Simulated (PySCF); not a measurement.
# C₈H₁₃GeN: NMR shifts in solvents

Aim: compute the NMR shifts of C₈H₁₃GeN (`N#[C][Ge]1([CH]2CCC2)[CH2]C[CH2]1`), and see what a dielectric continuum does where one was used.

Programs: PySCF 2.14.0, with density-fitted response routines of our own. Each step states its level of theory. These are calculated values for one molecule, in the gas phase or a continuum, unless marked as measured. Atoms are numbered from 0 throughout.

**1. The starting structure**

23 atoms, charge 0, multiplicity 1; geometry from: GFN2-xTB.

Bonds of the start (Å): N0–C1 1.15, C1–Ge2 1.94, Ge2–C3 2.01, C3–C4 1.54, C4–C5 1.53, C5–C6 1.53, Ge2–C7 2.01, C7–C8 1.54, C8–C9 1.54, C9–Ge2 2.01, C6–C3 1.53, C3–H10 1.09, C4–H11 1.09, C4–H12 1.09, C5–H13 1.09, C5–H14 1.09, C6–H15 1.09, C6–H16 1.09, C7–H17 1.09, C7–H18 1.09, C8–H19 1.09, C8–H20 1.09, C9–H21 1.09, C9–H22 1.09.

**2. Relaxing the molecule at PBE0-D3(BJ)/def2-SVP**

The job: settings as JSON, then the geometry in Å.

```
{"job": {"xc": "PBE0", "basis": "def2-SVP", "d3": "d3bj", "grid": 1, "kind": "geom"}, "charge": 0, "multiplicity": 1}
N      0.246851     4.029006     0.062185
C      0.349767     2.893421    -0.046060
Ge     0.502576     0.963138    -0.216381
C     -1.327451     0.258394    -0.671478
C     -2.320583     0.314091     0.499997
C     -2.155436    -1.199728     0.683482
C     -1.412930    -1.273057    -0.656204
C      2.152436     0.267712    -1.134448
C      2.466030    -0.586645     0.107105
C      1.619395     0.085062     1.203774
H     -1.671382     0.733211    -1.591255
H     -2.031390     0.931011     1.351702
H     -3.323380     0.601187     0.187667
H     -1.521394    -1.452280     1.531820
H     -3.077319    -1.774279     0.747727
H     -0.464925    -1.811100    -0.641549
H     -2.023800    -1.671504    -1.464852
H      2.895767     1.048330    -1.286588
H      2.061086    -0.301670    -2.056115
H      2.127694    -1.610748    -0.050883
H      3.529206    -0.621441     0.345534
H      2.200061     0.814566     1.766359
H      1.174369    -0.609692     1.911697
```

The log of the run:

```text
step   0  E = -2443.16627024  max force = 0.041546
step   1  E = -2443.17021331  max force = 0.006568
step   2  E = -2443.17096681  max force = 0.002620
step   3  E = -2443.17133473  max force = 0.002636
step   4  E = -2443.17145152  max force = 0.001855
step   5  E = -2443.17156306  max force = 0.001213
step   6  E = -2443.17163701  max force = 0.001251
step   7  E = -2443.17170840  max force = 0.001463
step   8  E = -2443.17177530  max force = 0.001740
step   9  E = -2443.17182981  max force = 0.001348
step  10  E = -2443.17186432  max force = 0.000913
step  11  E = -2443.17188170  max force = 0.000345
step  12  E = -2443.17189065  max force = 0.000381
optimisation converged
```

Wall time 19 min (1 thread, shared host).

Step by step:

| step | energy from step 0 (eV) | largest force component (eV/Å) |
| --- | --- | --- |
| 0 | 0.0000 | 2.1364 |
| 1 | -0.1073 | 0.3377 |
| 2 | -0.1278 | 0.1347 |
| 3 | -0.1378 | 0.1355 |
| 4 | -0.1410 | 0.0954 |
| 5 | -0.1440 | 0.0624 |
| 6 | -0.1460 | 0.0643 |
| 7 | -0.1480 | 0.0752 |
| 8 | -0.1498 | 0.0895 |
| 9 | -0.1513 | 0.0693 |
| 10 | -0.1522 | 0.0469 |
| 11 | -0.1527 | 0.0177 |
| 12 | -0.1529 | 0.0196 |

Close pairs (by a distance rule), those that changed most:

| bond | before (Å) | after (Å) | change (Å) |
| --- | --- | --- | --- |
| Ge2–C3 | 2.013 | 1.947 | -0.066 |
| Ge2–C7 | 2.012 | 1.971 | -0.042 |
| Ge2–C9 | 2.009 | 1.972 | -0.037 |
| N0–C1 | 1.145 | 1.161 | +0.015 |
| C3–C6 | 1.534 | 1.549 | +0.015 |
| C3–C4 | 1.537 | 1.550 | +0.013 |
| C8–H20 | 1.090 | 1.102 | +0.012 |
| C6–H15 | 1.090 | 1.102 | +0.012 |

The next job starts from the end point, and lists it.

| at the end point | value |
| --- | --- |
| point group (found at 0.08 Å tolerance) | C1 |
| rotational constants (GHz, main isotopes) | 1.309, 0.960, 0.665 |
| dipole moment (D) | 4.38 |

**3. Nuclear shieldings: PBE0/pcSseg-1 in benzene**

The job: settings as JSON, then the geometry in Å.

```
{"job": {"kind": "nmr", "xc": "PBE0", "basis": "pcSseg-1", "solvent": "benzene", "pop": true}, "charge": 0, "multiplicity": 1}
N     -0.472623     3.959963    -0.016626
C     -0.169297     2.843437    -0.107002
Ge     0.324916     0.974979    -0.254253
C     -1.318963    -0.003806    -0.617498
C     -2.313551    -0.036368     0.570477
C     -1.818712    -1.456754     0.905886
C     -1.177139    -1.541058    -0.492208
C      1.971700     0.601514    -1.269910
C      2.496375    -0.177297    -0.035005
C      1.593925     0.340613     1.115603
H     -1.720743     0.371805    -1.571906
H     -2.217042     0.733741     1.352176
H     -3.356800    -0.027173     0.219479
H     -1.061681    -1.447251     1.704875
H     -2.576271    -2.211747     1.161909
H     -0.170630    -1.984611    -0.563580
H     -1.822613    -2.062288    -1.215874
H      2.531838     1.530456    -1.454050
H      1.910998     0.036782    -2.210388
H      2.335133    -1.257985    -0.178509
H      3.574747    -0.042978     0.150494
H      2.038324     1.194320     1.648940
H      1.275890    -0.405718     1.856669
```

With the program's defaults for keys left out, this is: GIAO PBE0/pcSseg-1 NMR shielding, non-relativistic, IEF-PCM benzene.

The log of the run:

```text
coarse grid: 86112 points
cycle   1  E = -2443.2919978778  dE =  4.244e-01  |g| = 1.014e+00  |ddm| = 4.510e+00
cycle   2  E = -2443.1340900162  dE =  1.579e-01  |g| = 1.311e+00  |ddm| = 1.432e+00
cycle   3  E = -2443.3854883556  dE = -2.514e-01  |g| = 3.602e-01  |ddm| = 1.024e+00
cycle   4  E = -2443.4120475743  dE = -2.656e-02  |g| = 1.029e-01  |ddm| = 2.412e-01
cycle   5  E = -2443.4139995197  dE = -1.952e-03  |g| = 1.574e-02  |ddm| = 6.913e-02
cycle   6  E = -2443.4140614222  dE = -6.190e-05  |g| = 4.656e-03  |ddm| = 1.863e-02
cycle   7  E = -2443.4140658368  dE = -4.415e-06  |g| = 1.225e-03  |ddm| = 4.827e-03
final grid: 183536 points
cycle   8  E = -2443.4141199972  dE = -1.099e-07  |g| = 1.421e-03  |ddm| = 5.135e-03
cycle   9  E = -2443.4141195879  dE =  4.092e-07  |g| = 1.903e-03  |ddm| = 2.938e-03
cycle  10  E = -2443.4141204901  dE = -9.022e-07  |g| = 2.149e-04  |ddm| = 1.696e-03
cycle  11  E = -2443.4141204995  dE = -9.405e-09  |g| = 7.086e-05  |ddm| = 1.738e-04
cycle  12  E = -2443.4141205006  dE = -1.126e-09  |g| = 1.482e-05  |ddm| = 5.501e-05
cycle  13  E = -2443.4141205006  dE = -4.911e-11  |g| = 5.233e-06  |ddm| = 1.459e-05
converged SCF energy = -2443.4141205006

GIAO shielding tensors (ppm)
atom      isotropic    diamagn.    paramagn.     s11        s22        s33       span
  0 N      -87.809     339.634    -427.443   -281.786   -274.533    292.892    574.678
  1 C       54.110     263.403    -209.293    -67.385    -62.322    292.036    359.421
  2 Ge    1347.338    2754.438   -1407.100   1214.842   1375.697   1451.475    236.632
  3 C      159.145     250.713     -91.569    151.298    155.383    170.753     19.455
  4 C      158.628     251.098     -92.470    142.969    156.082    176.832     33.863
  5 C      160.963     251.838     -90.875    145.028    164.153    173.709     28.681
  6 C      159.501     248.366     -88.865    145.522    156.785    176.196     30.674
  7 C      162.156     254.351     -92.195    130.083    170.052    186.334     56.251
  8 C      158.709     250.513     -91.804    138.342    168.162    169.623     31.281
  9 C      161.901     252.582     -90.680    130.912    168.857    185.935     55.022
 10 H       29.081      31.886      -2.804     24.050     28.648     34.545     10.495
 11 H       29.335      30.783      -1.448     24.690     28.383     34.932     10.242
 12 H       28.613      30.199      -1.585     25.185     26.201     34.453      9.269
 13 H       29.024      31.045      -2.021     25.256     28.950     32.865      7.609
 14 H       29.295      29.025       0.271     25.258     25.729     36.899     11.641
 15 H       29.268      31.224      -1.957     24.142     29.058     34.603     10.461
 16 H       28.589      30.125      -1.536     25.429     25.925     34.413      8.985
 17 H       29.169      29.555      -0.386     25.398     26.910     35.200      9.801
 18 H       29.627      30.638      -1.011     25.484     26.304     37.094     11.611
 19 H       29.114      30.656      -1.542     26.057     26.967     34.318      8.260
 20 H       28.989      28.048       0.941     23.924     26.029     37.014     13.090
 21 H       29.028      29.981      -0.953     25.483     26.830     34.770      9.287
 22 H       29.357      31.049      -1.692     25.031     27.052     35.988     10.957
```

Run time: 3.4 min. Hardware: 1 thread, shared host.

The references, computed at this level on geometries of the same kind, shield at (ppm): ¹H TMS 31.25, ¹³C TMS 184.9, ¹⁵N NH3 267.0, ⁷³Ge GeMe4 1330. Their shielding less the atom's gives the shift. The references are single molecules in the same continuum, so shifts against H2O, NH3, PH3, H3PO4 or CFCl3 are not on the usual liquid scales and can be off by tens of ppm. Atoms listed in one row are averaged.

| atoms | environment | σ (ppm) | δ (ppm) |
| --- | --- | --- | --- |
| C1 | nitrile carbon | 54.1 | 130.8 |
| C8 | sp3 CH2 in a ring | 158.7 | 26.2 |
| C4, C6 | sp3 CH2 in a ring | 159.1 | 25.8 |
| C3 | sp3 CH bonded to Ge | 159.1 | 25.7 |
| C5 | sp3 CH2 in a ring | 161.0 | 23.9 |
| C7, C9 | sp3 CH2 bonded to Ge | 162.0 | 22.8 |
| H12, H16 | hydrogen on an sp3 CH2 in a ring | 28.60 | 2.65 |
| H20 | hydrogen on an sp3 CH2 in a ring | 28.99 | 2.27 |
| H13 | hydrogen on an sp3 CH2 in a ring | 29.02 | 2.23 |
| H10 | hydrogen on an sp3 CH bonded to Ge | 29.08 | 2.17 |
| H17, H21 | hydrogen on an sp3 CH2 bonded to Ge | 29.10 | 2.16 |
| H19 | hydrogen on an sp3 CH2 in a ring | 29.11 | 2.14 |
| H14 | hydrogen on an sp3 CH2 in a ring | 29.30 | 1.96 |
| H11, H15 | hydrogen on an sp3 CH2 in a ring | 29.30 | 1.95 |
| H18, H22 | hydrogen on an sp3 CH2 bonded to Ge | 29.49 | 1.76 |
| N0 | nitrile nitrogen | -87.8 | 354.9 |
| Ge2 | germanium bonded to 4 C, in a 4-membered ring | 1347 | -18 |

Charges from the same density, by scheme (e):

| atoms | Mulliken | IAO | Hirshfeld | ESP fit |
| --- | --- | --- | --- | --- |
| N0 | -0.28 | -0.25 | -0.25 | -0.45 |
| C1 | -0.20 | -0.12 | -0.04 | 0.16 |
| Ge2 | 0.95 | 0.89 | 0.44 | 0.47 |
| C3 | -0.57 | -0.34 | -0.10 | 0.06 |
| C4, C6 | -0.17 | -0.25 | -0.07 | -0.30 |
| C5 | -0.23 | -0.26 | -0.07 | 0.07 |
| C7, C9 | -0.46 | -0.51 | -0.15 | -0.48 |
| C8 | -0.21 | -0.25 | -0.07 | 0.23 |

Mayer bond orders: N0–C1 2.97, C1–Ge2 0.73, Ge2–C3 0.89, C3–C4 0.98, C4–C5 1.03, C5–C6 1.03, Ge2–C7 0.99, C7–C8 0.99, C8–C9 0.99, C9–Ge2 0.98, C6–C3 0.98.

Ring of atoms Ge2, C7, C8, C9: NICS(0) -0.5, NICS(1) -0.9, NICS(1)zz 4.2 ppm (means of both faces).

Ring of atoms C3, C4, C5, C6: NICS(0) 0.1, NICS(1) -0.1, NICS(1)zz 3.4 ppm (means of both faces).

**4. Shielding tensors: PBE0/pcSseg-1 in water**

The job, as its differences from that of step 3:

```diff
@@ -1,2 +1,2 @@
-{"job": {"kind": "nmr", "xc": "PBE0", "basis": "pcSseg-1", "solvent": "benzene", "pop": true}, "charge": 0, "multiplicity": 1}
+{"job": {"kind": "nmr", "xc": "PBE0", "basis": "pcSseg-1", "solvent": "water", "pop": false}, "charge": 0, "multiplicity": 1}
 N     -0.472623     3.959963    -0.016626
```

Method: GIAO PBE0/pcSseg-1 NMR shielding, non-relativistic, IEF-PCM water.

The log of the run:

```text
coarse grid: 86112 points
cycle   1  E = -2443.3004741396  dE =  4.163e-01  |g| = 1.009e+00  |ddm| = 4.510e+00
cycle   2  E = -2443.1692492610  dE =  1.312e-01  |g| = 1.261e+00  |ddm| = 1.404e+00
cycle   3  E = -2443.3987247787  dE = -2.295e-01  |g| = 3.064e-01  |ddm| = 9.652e-01
cycle   4  E = -2443.4174834713  dE = -1.876e-02  |g| = 1.009e-01  |ddm| = 2.120e-01
cycle   5  E = -2443.4193621759  dE = -1.879e-03  |g| = 1.341e-02  |ddm| = 6.241e-02
cycle   6  E = -2443.4194051996  dE = -4.302e-05  |g| = 4.138e-03  |ddm| = 1.515e-02
cycle   7  E = -2443.4194087311  dE = -3.532e-06  |g| = 1.036e-03  |ddm| = 4.219e-03
final grid: 183536 points
cycle   8  E = -2443.4194626199  dE = -1.700e-07  |g| = 1.153e-03  |ddm| = 4.837e-03
cycle   9  E = -2443.4194623779  dE =  2.420e-07  |g| = 1.508e-03  |ddm| = 2.220e-03
cycle  10  E = -2443.4194629419  dE = -5.640e-07  |g| = 2.017e-04  |ddm| = 1.276e-03
cycle  11  E = -2443.4194629498  dE = -7.919e-09  |g| = 5.851e-05  |ddm| = 1.418e-04
cycle  12  E = -2443.4194629506  dE = -7.713e-10  |g| = 1.219e-05  |ddm| = 4.732e-05
converged SCF energy = -2443.4194629506

GIAO shielding tensors (ppm)
atom      isotropic    diamagn.    paramagn.     s11        s22        s33       span
  0 N      -75.052     340.963    -416.015   -262.538   -256.039    293.421    555.959
  1 C       50.201     263.148    -212.948    -73.100    -67.854    291.557    364.657
  2 Ge    1345.749    2754.601   -1408.851   1210.602   1371.756   1454.890    244.288
  3 C      159.028     250.741     -91.713    151.459    154.736    170.890     19.431
  4 C      158.973     251.468     -92.496    143.318    156.362    177.238     33.921
  5 C      161.316     251.975     -90.658    145.112    164.589    174.248     29.136
  6 C      159.719     248.441     -88.722    145.517    156.716    176.923     31.406
  7 C      162.120     254.418     -92.298    129.602    170.279    186.478     56.876
  8 C      159.075     250.597     -91.523    138.201    168.784    170.239     32.038
  9 C      161.911     252.701     -90.790    130.345    169.140    186.247     55.902
 10 H       28.971      31.795      -2.824     23.896     28.548     34.467     10.572
 11 H       29.367      30.922      -1.555     24.708     28.429     34.965     10.257
 12 H       28.596      30.186      -1.591     25.166     26.187     34.434      9.267
 13 H       28.934      31.040      -2.106     25.147     28.881     32.773      7.625
 14 H       29.302      29.022       0.280     25.258     25.723     36.926     11.669
 15 H       29.132      31.144      -2.013     23.978     28.920     34.497     10.518
 16 H       28.534      30.076      -1.542     25.346     25.872     34.383      9.036
 17 H       29.130      29.464      -0.334     25.350     26.887     35.154      9.804
 18 H       29.544      30.573      -1.030     25.367     26.207     37.056     11.689
 19 H       28.965      30.587      -1.622     25.922     26.777     34.196      8.274
 20 H       28.999      28.016       0.983     23.930     26.040     37.028     13.099
 21 H       28.991      29.916      -0.925     25.431     26.813     34.728      9.298
 22 H       29.229      30.988      -1.759     24.861     26.910     35.917     11.057
```

It took 3.1 min on 1 thread, shared host.

In short: δ C1 135.3, C3 26.5, C8 26.4, C4 26.2, H12 2.67, H13 2.31 ppm (means over like atoms).

**5. Comparing the runs: NMR shifts**

Shifts (ppm) of some atoms, chosen among heavy atoms and hydrogens apart, means over like atoms, with basis size and wall time:

| run | C1 | C3 | C7 | H10 | H19 | N0 | Ge2 | functions | time |
| --- | --- | --- | --- | --- | --- | --- | --- | --- | --- |
| PBE0/pcSseg-1 in benzene | 130.8 | 25.7 | 22.8 | 2.17 | 2.14 | 354.9 | -18 | 259 | 3.4 min |
| PBE0/pcSseg-1 in water | 135.3 | 26.5 | 23.5 | 2.27 | 2.27 | 343.6 | -17 | 259 | 3.1 min |

The continuum's effect on the ground state:

| solvent | ε | polarisation energy (Eh) | μ (D) |
| --- | --- | --- | --- |
| benzene | 2.27 | -0.0050 | 5.16 |
| water | 78.36 | -0.0120 | 5.93 |

**6. Results**

```
                                                                        quantity                                                     value
                                                                     point group                                                        C1
                                            rotational constants (main isotopes)                                      1.31, 0.96, 0.67 GHz
¹³C shifts against TMS (PBE0/pcSseg-1, benzene, means over atoms taken as alike)                   130.8, 26.2, 25.8, 25.7, 23.9, 22.8 ppm
 ¹H shifts against TMS (PBE0/pcSseg-1, benzene, means over atoms taken as alike)  2.65, 2.27, 2.23, 2.17, 2.16, 2.14, 1.96, 1.95, 1.76 ppm
                                 ¹⁵N shifts against NH3 (PBE0/pcSseg-1, benzene)                                                 354.9 ppm
                              ⁷³Ge shifts against GeMe4 (PBE0/pcSseg-1, benzene)                                                   -18 ppm
                                                        range of the shift of N0                                        343.6 to 354.9 ppm
```

**Reading.** Over 12 steps the energy fell by 0.153 eV; of the close pairs, Ge2–C3 changed most, 2.013 to 1.947 Å. At PBE0/pcSseg-1: The largest span, 575 ppm, is at N0, where the paramagnetic term is -427 ppm. In ppm, N0 moves most: its shift spreads over 11.2 ppm, from 343.6 (PBE0/pcSseg-1 in water) to 354.9 (PBE0/pcSseg-1 in benzene). The continuum holds electrostatics alone: no hydrogen bonds to the solvent, and the gas-phase geometry is kept. Spin-orbit coupling is left out, which matters for shieldings and couplings at and beside the heavy atoms.
